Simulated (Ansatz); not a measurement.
# CoCH3 (septet): wave-function methods side by side, def2-SVP

One table from this session's results is given with a row withheld; the runs are named, their logs left out.

Method: def2-SVP, core rule «outside noble gas», up to 10 orbitals frozen; program: Ansatz 0.2.0, Gaussian basis.

Plan: UHF; CCSD(T) on ROHF; CCSD(T) on UHF; CISD; CCSDT(Q) on ROHF; CCSDT(Q) on UHF; CASSCF and MRCISD+Q, 16 electrons in 13 orbitals; CASSCF and NEVPT2, 16 electrons in 13 orbitals.

6 further runs of the same task are left out: 1 for a known fault of the program, 5 set aside as unsound or not needed.

### The geometry

The geometry is a PBE0/def2-TZVP stationary point (not a proven minimum) of the parent state, kept for this charge and spin.

5 atoms, charge 0, spin multiplicity 7.

Atoms are counted from 1 here; the program's logs count them from 0.

Bond lengths: Co1–C2 2.007 Å, C2–H3 1.096 Å, C2–H4 1.096 Å, C2–H5 1.096 Å. Angles: Co1–C2–H3 110.6°, Co1–C2–H4 110.6°, Co1–C2–H5 110.6°, H3–C2–H4 108.3°, H3–C2–H5 108.3°, H4–C2–H5 108.3°.

The first run:

in.yaml

```yaml
crystal:
  periodic: [false, false, false]
  atoms:
    - {symbol: Co, position_ang: [-0.423748, 0.003371, 0.002483]}
    - {symbol: C, position_ang: [1.583352, -0.012598, -0.009277]}
    - {symbol: H, position_ang: [1.961456, -1.041141, -0.006411]}
    - {symbol: H, position_ang: [1.978888, 0.501465, 0.873992]}
    - {symbol: H, position_ang: [1.968411, 0.492665, -0.902201]}
basis:
  gaussian: {orbitals: def2-SVP}
magnetization: {spin_polarized: true, initial_magnetization: 6}
hamiltonian: {xc: hf}
output: {orbitals: {seedname: orbitals}}
```

Launch:

```sh
$ ansatz run in.yaml --threads 1 --pin off --events-out ev --progress --plain --max-ram 3968MiB --backend cpu
```

Among the steps run: UHF; CCSD(T) on ROHF; CCSD(T) on UHF; CISD; CCSDT(Q) on ROHF; CCSDT(Q) on UHF; CASSCF and MRCISD+Q, 16 electrons in 13 orbitals; CASSCF and NEVPT2, 16 electrons in 13 orbitals.

One of the session's tables, all rows but one given; the rest of the session is left out.

It belongs to the step «Misses and costs». 

```
          method  from RCCSDT(Q) (meV)
            ROHF               +8467.8
             UHF               +8263.7
            RMP2               +1071.2
            UMP2                +979.7
            CISD                +891.9
           RCCSD                +274.6
           UCCSD                +194.0
        RCCSD(T)                 +49.6
        UCCSD(T)                 -27.8
          RCCSDT                  -4.3
          UCCSDT                 -68.7
       RCCSDT(Q)                     0
       UCCSDT(Q)                 -66.4
  CASSCF valence               +7436.2
  NEVPT2 valence               +1668.7
  MRCISD valence                +798.3
MRCISD+Q valence                     ?
```

Q: Estimate the row for MRCISD+Q valence from the others.

**Answer.** from RCCSDT(Q) (meV): +323.8. In the column «from RCCSDT(Q) (meV)» it lies between RCCSD (+274.6) and MRCISD valence (+798.3).

Limits of these values: Warnings: coupled cluster took another determinant than the lowest; large T1 diagnostic. Restricted and unrestricted rows rest on different reference determinants; where their highest levels disagree by more than a few hundredths of an eV, they describe different states and don't form one ladder.
